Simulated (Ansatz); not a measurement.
**Os: stress in a strained cell**

Aim: deform Os (zz strain of -2 %) and compute stress, forces and field gradients with LAPW, PAW and all-electron datasets made for the crystal.

Program: Ansatz 0.2.0. Level of theory: DFT PBEsol, scalar-relativistic. These are calculated values, not measurements.

2 further runs of the same task are left out: 2 set aside as unsound or not needed.

**1. Starting point**

It takes space group Fm-3m (No. 225, cubic). The conventional cell has a = 3.890 Å, b = 3.890 Å, c = 3.890 Å, α = 90.00°, β = 90.00°, γ = 90.00°. Os (site symmetry m-3m) is surrounded by 12 Os at 2.75 Å.

As a file:

```xyz
1
Lattice="0.0000 1.9450 1.9450 1.9450 0.0000 1.9450 1.9450 1.9450 0.0000" Properties=species:S:1:pos:R:3 pbc="T T T"
Os    0.0000    0.0000    0.0000
```

**2. After the deformation**

Space group Fm-3m before, I4/mmm after.

**3. Full-potential LAPW**

input.yaml reads:

```yaml
crystal:
  lattice:
    - [0.0, 1.945, 1.9061]
    - [1.945, 0.0, 1.9061]
    - [1.945, 1.945, 0.0]
  atoms:
    - { symbol: Os, position: [0.0, 0.0, 0.0] }
kpoints:
  mp_grid: { grid: [14, 14, 14] }
  band_path:
    path:
      - [0.0, 0.0, 0.0]
      - [0.0, 0.5, 0.5]
      - [0.25, 0.75, 0.5]
      - [0.0, 0.5, 0.0]
      - [0.0, 0.0, 0.0]
      - [0.5, 0.5, 0.0]
      - [0.3801541025, 0.6198458975, 0.0]
      - [-0.3801541025, 0.3801541025, 0.0]
      - [0.0, 0.0, 0.0]
    npoints: 5
scf:
  occupations: { method: fermi_dirac, width: 0.03 }
hamiltonian:
  xc: pbesol
  pseudopotentials: { kind: all_electron, lapw: { basis_error: 0.00025 } }
output:
  forces: true
  stress: true
  eigenvalues: true
```

The run is started by

```
$ ansatz run input.yaml --threads 1 --pin off --max-ram 3072MiB --backend cpu --events-out ev --progress --plain --runs-dir out
```

**4. Frozen-core PAW**

input.yaml reads:

```yaml
crystal:
  lattice:
    - [0.0, 1.945, 1.9061]
    - [1.945, 0.0, 1.9061]
    - [1.945, 1.945, 0.0]
  atoms:
    - { symbol: Os, position: [0.0, 0.0, 0.0] }
kpoints:
  mp_grid: { grid: [14, 14, 14] }
scf:
  occupations: { method: fermi_dirac, width: 0.03 }
hamiltonian:
  xc: pbesol
  pseudopotentials: { kind: paw }
output:
  forces: true
  stress: true
  eigenvalues: true
  efg: { contact_densities: true }
```

**5. All-electron PAW on datasets made for the crystal**

input.yaml, as its differences from that of step 4:

```diff
@@ -13,3 +13,3 @@
   xc: pbesol
-  pseudopotentials: { kind: paw }
+  pseudopotentials: { kind: all_electron, datasets: crystal }
 output:
```

(Steps that only read results are left out.)

What does the calculation give? Wanted: pressure; largest shear or deviatoric stress.

The runs gave:

| quantity | value |
| --- | --- |
| pressure | LAPW -12.95, PAW -12.97, crystal datasets -12.95 GPa |
| largest shear or deviatoric stress (LAPW) | 3.70 GPa |

In words: Against the undeformed cell the largest change of stress is +10.68 GPa, in the zz component. PAW: stress within 0.02 GPa of LAPW. Crystal datasets: stress within 0.01 GPa of LAPW. Spin-orbit coupling is left out, though the cell holds Os; in elements this heavy it can shift bands and gaps by tenths of an eV.
